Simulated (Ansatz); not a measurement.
# C7H16O3: basis-set convergence

How large a basis does C7H16O3 need? Two functionals are run in growing sets.

Method: one geometry, several basis sets; program: Ansatz 0.2.0, Gaussian basis.

Plan: PBE0-D4/def2-SVP; ωB97M-V/def2-SVP; PBE0-D4/def2-QZVPP; ωB97M-V/def2-QZVPP; the functionals' def2-TZVPP values are taken from earlier runs.

### Step 1. Structure used throughout

All runs share one geometry, relaxed beforehand with PBE0-D4 in a triple-zeta def2 set.

SMILES `CCOC(OCC)OCC`, 26 atoms, charge 0, spin multiplicity 1.

Atoms are counted from 1 here; the program's logs count them from 0.

Bond lengths: C1–C2 1.507 Å, C1–H11 1.092 Å, C1–H12 1.092 Å, C1–H13 1.092 Å, C2–O3 1.424 Å, C2–H14 1.094 Å, C2–H15 1.095 Å, O3–C4 1.376 Å, C4–O5 1.396 Å, C4–O8 1.380 Å, C4–H16 1.101 Å, O5–C6 1.413 Å, C6–C7 1.507 Å, C6–H17 1.096 Å, C6–H18 1.100 Å, C7–H19 1.092 Å, C7–H20 1.092 Å, C7–H21 1.092 Å and more. Angles: C2–C1–H11 110.7°, C2–C1–H12 111.0°, C2–C1–H13 110.1°, H11–C1–H12 108.2°, H11–C1–H13 108.3°, H12–C1–H13 108.4°, C1–C2–O3 107.6°, C1–C2–H14 111.1°, C1–C2–H15 111.1°, O3–C2–H14 109.5°, O3–C2–H15 109.7°, H14–C2–H15 107.8°, C2–O3–C4 115.5°, O3–C4–O5 113.1°, O3–C4–O8 109.1°, O3–C4–H16 105.0°, O5–C4–O8 108.0°, O5–C4–H16 109.4° and more.

### Step 2. PBE0-D4 in def2-SVP

in.yaml reads:

```yaml
crystal:
  periodic: [false, false, false]
  atoms:
    - {symbol: C, position_ang: [0.428883, -0.678003, 3.500415]}
    - {symbol: C, position_ang: [-0.145298, -0.012008, 2.277110]}
    - {symbol: O, position_ang: [-0.136903, -0.968527, 1.222058]}
    - {symbol: C, position_ang: [-0.417210, -0.472461, -0.030177]}
    - {symbol: O, position_ang: [0.530698, 0.448951, -0.480328]}
    - {symbol: C, position_ang: [1.790019, -0.126676, -0.764109]}
    - {symbol: C, position_ang: [2.680977, 0.940130, -1.345379]}
    - {symbol: O, position_ang: [-1.643711, 0.158646, -0.001718]}
    - {symbol: C, position_ang: [-2.096034, 0.708478, -1.228312]}
    - {symbol: C, position_ang: [-2.391736, -0.332861, -2.287154]}
    - {symbol: H, position_ang: [-0.160336, -1.555454, 3.774308]}
    - {symbol: H, position_ang: [1.457733, -0.998927, 3.324089]}
    - {symbol: H, position_ang: [0.424073, 0.016188, 4.343740]}
    - {symbol: H, position_ang: [-1.170370, 0.324293, 2.456835]}
    - {symbol: H, position_ang: [0.448269, 0.861370, 1.987724]}
    - {symbol: H, position_ang: [-0.415081, -1.352089, -0.692868]}
    - {symbol: H, position_ang: [2.225562, -0.544969, 0.150992]}
    - {symbol: H, position_ang: [1.664021, -0.957565, -1.473970]}
    - {symbol: H, position_ang: [2.252946, 1.344498, -2.264774]}
    - {symbol: H, position_ang: [2.809013, 1.761362, -0.637520]}
    - {symbol: H, position_ang: [3.665574, 0.526991, -1.574739]}
    - {symbol: H, position_ang: [-1.370234, 1.439686, -1.595769]}
    - {symbol: H, position_ang: [-3.009682, 1.244479, -0.964602]}
    - {symbol: H, position_ang: [-1.485166, -0.827674, -2.642162]}
    - {symbol: H, position_ang: [-3.074785, -1.093966, -1.903918]}
    - {symbol: H, position_ang: [-2.861226, 0.146118, -3.149790]}
basis:
  gaussian: {orbitals: def2-SVP}
hamiltonian: {xc: pbe0, dispersion: d4}
output: {orbitals: {seedname: orbitals}}
```

Launch:

```
$ ansatz run in.yaml --threads 4 --pin off --events-out ev --progress --plain --max-ram 66560MiB --backend cpu
```

The runs that follow: ωB97M-V in def2-SVP; PBE0-D4 in def2-QZVPP; ωB97M-V in def2-QZVPP.

Before running them: what should the planned runs give, taken together? Wanted: PBE0-D4: double and triple zeta above quadruple; ωB97M-V: double and triple zeta above quadruple.

**Answer**, as computed:

```
                                       quantity           value
PBE0-D4: double and triple zeta above quadruple  16.06, 0.74 eV
ωB97M-V: double and triple zeta above quadruple  16.71, 0.72 eV
```

PBE0-D4 gains 15.32 eV from double to triple zeta, then 0.74 eV more. These are total energies; as a rule much of such shifts cancels in differences, which this series doesn't test. The LUMO of ωB97M-V is positive and keeps falling with the basis (3.25 to 1.70 eV): an unbound level that the basis holds in place.
